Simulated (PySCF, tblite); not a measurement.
# C₆H₁₀N₂Si: geometry, infrared bands and NMR shifts

Aim: predict the infrared bands and NMR shifts of C₆H₁₀N₂Si (`N#CC[Si@H]1CC=NCC1`).

Computed with tblite 0.8.0 and PySCF 2.14.0, with density-fitted response routines of our own, on a single molecule in the gas phase. Atoms count from 0, in the outputs and in this text.

## (1) The starting structure

19 atoms, charge 0, multiplicity 1; geometry from: force field or distance geometry start.

Bonds of the start (Å): N0–C1 1.17, C1–C2 1.45, C2–Si3 1.86, Si3–C4 1.88, C4–C5 1.52, C5–N6 1.29, N6–C7 1.47, C7–C8 1.53, C8–Si3 1.89, C2–H9 1.09, C2–H10 1.10, Si3–H11 1.50, C4–H12 1.10, C4–H13 1.08, C5–H14 1.11, C7–H15 1.10, C7–H16 1.10, C8–H17 1.10, C8–H18 1.09.

## (2) Optimising the geometry with GFN2-xTB

What the job is given:

```
{"job": {"kind": "relax", "xc": "GFN2-xTB", "basis": "xTB"}, "charge": 0, "multiplicity": 1}
N      3.837900     1.414000     0.799500
C      3.054100     0.859000     0.130300
C      2.084200     0.156900    -0.692500
Si     0.649500    -0.508900     0.291100
C     -0.309400     0.822500     1.201000
C     -1.476500     1.321500     0.372000
N     -2.258600     0.599000    -0.347600
C     -2.061800    -0.855200    -0.355100
C     -0.666100    -1.242400    -0.846400
H      2.559300    -0.660700    -1.228900
H      1.688300     0.849800    -1.456300
H      1.106200    -1.553000     1.265500
H      0.337200     1.677200     1.425900
H     -0.700800     0.455500     2.142700
H     -1.678400     2.414600     0.428800
H     -2.811700    -1.288500    -1.030800
H     -2.281500    -1.274000     0.636300
H     -0.515400    -0.853300    -1.859100
H     -0.566300    -2.324900    -0.883900
```

Launch:

```console
> OMP_NUM_THREADS=1 python probes_run.py task.json out
```

One launch serves the whole session: the jobs run in the order shown.

**Question.** This job is followed by: GFN2-xTB harmonic vibrations, gas phase; GIAO PBE0/pcSseg-1 NMR shielding, non-relativistic, gas phase. Predict these results of the whole session: strongest single infrared mode (GFN2-xTB); zero-point energy (GFN2-xTB); 13C shifts against TMS (PBE0/pcSseg-1); 1H shifts against TMS (PBE0/pcSseg-1); 15N shifts against NH3 (PBE0/pcSseg-1); 29Si shifts against TMS (PBE0/pcSseg-1).

**Answer**, as computed:

| quantity | value |
| --- | --- |
| strongest single infrared mode (GFN2-xTB) | 2232 cm⁻¹, 321 km/mol |
| zero-point energy (GFN2-xTB) | 92.5 kcal/mol |
| 13C shifts against TMS (PBE0/pcSseg-1) | 168.8, 121.8, 47.5, 13.8, 9.5, 0.1 ppm |
| 1H shifts against TMS (PBE0/pcSseg-1) | 8.23, 4.91, 4.66, 3.01, 2.23, 1.54, 1.37, 1.36, 0.95, 0.56 ppm |
| 15N shifts against NH3 (PBE0/pcSseg-1) | 399.8, 295.6 ppm |
| 29Si shifts against TMS (PBE0/pcSseg-1) | -20.2 ppm |

What this shows: The optimisation took 100 steps and gained 0.255 eV; among the close pairs (by a distance rule), C2–Si3 changed most, from 1.863 to 1.921 Å. All 51 modes are real, so the xTB geometry is a minimum. The strongest single mode, at 2232 cm⁻¹, moves mainly H11. Unscaled tight-binding wavenumbers are off by several per cent, some by more. Its intensities can rank the bands wrongly. At PBE0/pcSseg-1: The widest tensor belongs to N6: span 777 ppm, with a paramagnetic part of -461 ppm.
